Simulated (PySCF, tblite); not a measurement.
# C₆H₅BS₂: infrared bands and NMR shifts

Aim: predict the infrared bands and NMR shifts of C₆H₅BS₂ (`Bc1cc2sccc2s1`).

Programs: tblite 0.8.0 and PySCF 2.14.0, with density-fitted response routines of our own. Each step states its level of theory. These are calculated values for one molecule in the gas phase, unless marked as measured. Atoms are numbered from 0 throughout.

## (1) Starting geometry

14 atoms, charge 0, multiplicity 1; geometry from: GFN2-xTB.

Bonds of the start (Å): B0–C1 1.52, C1–C2 1.38, C2–C3 1.40, C3–S4 1.73, S4–C5 1.73, C5–C6 1.36, C6–C7 1.41, C7–S8 1.72, S8–C1 1.77, C7–C3 1.40, B0–H9 1.17, B0–H10 1.17, C2–H11 1.07, C5–H12 1.07, C6–H13 1.07.

## (2) Vibrational analysis with GFN2-xTB

What the job is given:

```
{"job": {"kind": "ir", "xc": "GFN2-xTB", "basis": "xTB"}, "charge": 0, "multiplicity": 1}
B     -3.155961     0.182021    -0.099827
C     -1.639319     0.102604    -0.066465
C     -0.837826    -0.513027     0.874610
C      0.524560    -0.391648     0.596409
S      1.990126    -0.919092     1.356485
C      2.921967    -0.175425     0.101501
C      2.175915     0.443512    -0.849413
C      0.798761     0.323992    -0.572104
S     -0.652685     0.848272    -1.326721
H     -3.766837    -0.325640     0.757625
H     -3.694651     0.743463    -0.971513
H     -1.238719    -1.029055     1.728181
H      3.991039    -0.246692     0.150236
H      2.582953     0.956241    -1.701170
```

**Question.** This job is followed by: GIAO PBE0/pcSseg-1 NMR shielding, non-relativistic, gas phase. Predict these results of the whole session: strongest single infrared mode (GFN2-xTB); zero-point energy (GFN2-xTB); 13C shifts against TMS (PBE0/pcSseg-1); 1H shifts against TMS (PBE0/pcSseg-1, means over atoms taken as alike); 11B shifts against BF3·OEt2 (PBE0/pcSseg-1); 33S shifts against CS2 (PBE0/pcSseg-1).

**Answer**, as computed:

| quantity | value |
| --- | --- |
| strongest single infrared mode (GFN2-xTB) | 2643 cm⁻¹, 175 km/mol |
| zero-point energy (GFN2-xTB) | 56.0 kcal/mol |
| 13C shifts against TMS (PBE0/pcSseg-1) | 162.8, 162.2, 148.6, 144.3, 143.6, 124.4 ppm |
| 1H shifts against TMS (PBE0/pcSseg-1, means over atoms taken as alike) | 8.17, 7.64, 7.50, 6.87 ppm |
| 11B shifts against BF3·OEt2 (PBE0/pcSseg-1) | 60.8 ppm |
| 33S shifts against CS2 (PBE0/pcSseg-1) | 222, 184 ppm |

In words: No mode is imaginary among the 36: a minimum at this level. The strongest single mode, at 2643 cm⁻¹, moves mainly H9 and H10. Unscaled tight-binding wavenumbers are off by several per cent, some by more. Its intensities can rank the bands wrongly. NICS(1)zz of -23 ppm above the planar ring from C1 marks a diatropic (aromatic) ring current. NICS(1)zz of -22 ppm above the planar ring from C3 marks a diatropic (aromatic) ring current.
